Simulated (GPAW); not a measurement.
MoI:

```
Mo I
1.0
     3.62326    0.00000    0.00000
     0.00000    3.62326    0.00000
     0.00000    0.00000    5.04208
Mo I
1 1
Direct
  0.50000 0.50000 0.50000
  0.00000 0.00000 0.50000
```

The cell was built by a generator and needn't be a form met in nature.

| Item | Value |
| --- | --- |
| Program | GPAW 26.7.0 |
| Task | relaxation of cell and atoms |
| Functional | PBE |
| Dispersion | D4 |
| Potentials or basis | GPAW PAW data sets (gpaw-data 1.2.1) |
| Cutoff | 600 eV |
| Basis | pw |
| k mesh | 7 × 7 × 5 |
| Occupations | fermi-dirac, width 0.05 eV |
| Spin | no spin polarisation |

At the start: pressure 10.1 GPa; volume 33.10 Å³/atom.

Problem. How do energy, volume and symmetry change on relaxing?

Solution. Over 24 steps the energy falls by 898.6 meV/atom and the volume is 23.20 Å³/atom (-29.9 %); space group P4/mmm (No. 123, to 0.05 Å).

The path:
```csv
step,energy change (eV),largest force (eV/Å),pressure (GPa),volume (Å³)
1,0.0000,0.0000,10.14,66.19
2,-0.2945,0.0000,3.96,69.23
3,-0.4490,0.0000,1.08,72.05
4,-0.4627,0.0000,-6.25,75.66
5,-0.5418,0.0000,-4.35,73.32
6,-0.5767,0.0000,1.21,69.94
7,-0.6616,0.0000,-1.03,68.96
8,-0.9725,0.0000,-5.80,63.90
9,-1.2482,0.0000,-3.71,59.64
10,-1.3365,0.0000,-9.01,57.19
11,-1.5741,0.0000,-8.87,53.47
12,-1.6179,0.0000,-5.82,48.98
13,-1.6331,0.0000,-5.12,48.33
14,-1.4564,0.0000,10.60,42.19
15,-1.6620,0.0000,-3.53,47.15
16,-1.6739,0.0000,-2.48,46.48
17,-1.6844,0.0000,0.22,45.04
18,-1.6844,0.0000,-0.18,45.24
19,-1.6858,0.0000,-0.82,45.65
20,-1.7034,0.0000,-0.19,45.56
21,-1.7623,0.0000,0.70,45.57
22,-1.6063,0.0000,4.64,46.49
23,-1.7971,0.0000,0.22,46.35
24,-1.7971,0.0000,0.11,46.40
```

Final structure:
```
CELL_PARAMETERS angstrom
3.85809 0.00000 0.00000
0.00000 3.85809 0.00000
0.00000 0.00000 3.11709
ATOMIC_POSITIONS crystal
Mo 0.50000 0.50000 0.50000
I 0.00000 0.00000 0.50000
```

Caveat: later steps reuse the first step's grids; the volume moved by over 15 % at a fixed basis, so the end points are rough; an odd number of electrons without spin polarisation forces a metal; a magnetic or distorted state may lie lower.
